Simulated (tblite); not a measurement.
# C4H10F2SSi: the cost of one run

Programs: tblite 0.8.0 and PySCF 2.14.0, with density-fitted response routines of our own. Each step states its level of theory. These are calculated values for one molecule in the gas phase, unless marked as measured. Atoms count from 0, in the outputs and in this text.

**1. Starting geometry**

18 atoms, charge 0, multiplicity 1; geometry from: force field or distance geometry start.

Bonds of the start (Å): C0–C1 1.52, C1–C2 1.49, C2–F3 1.41, C2–Si4 1.84, Si4–F5 1.70, Si4–S6 2.13, S6–C7 1.84, C0–H8 1.13, C0–H9 1.11, C0–H10 1.09, C1–H11 1.11, C1–H12 1.11, C2–H13 1.10, Si4–H14 1.49, C7–H15 1.11, C7–H16 1.10, C7–H17 1.12.

**2. Geometry optimisation with GFN2-xTB**

The job: settings as JSON, then the geometry in Å.

```
{"job": {"kind": "relax", "xc": "GFN2-xTB", "basis": "xTB"}, "charge": 0, "multiplicity": 1}
C     -3.088000    -0.399400    -0.406500
C     -1.649800    -0.522700     0.060100
C     -0.904700     0.566500    -0.635000
F     -1.532200     1.765400    -0.234600
Si     0.870100     0.747400    -0.185900
F      1.552700     1.780100    -1.352100
S      1.991300    -1.062200    -0.284700
C      3.757500    -0.555100    -0.256500
H     -3.460700     0.647100    -0.203600
H     -3.147900    -0.529200    -1.506800
H     -3.783500    -1.088800     0.080400
H     -1.622900    -0.502800     1.167600
H     -1.320900    -1.538500    -0.247200
H     -1.021100     0.477200    -1.724300
H      1.052700     1.441600     1.119300
H      4.363800    -1.276500     0.322800
H      4.114000    -0.360800    -1.280200
H      3.820700     0.417000     0.290800
```

Launch:

```sh
$ OMP_NUM_THREADS=1 python probes_run.py task.json out
```

The driver reads the jobs from task.json and runs them one after another.

**Question.** How long does this first job take on 1 thread of Arm Neoverse N1, shared host, and how much memory does it need?

About 1.3 s, with a peak of 0.18 GiB.
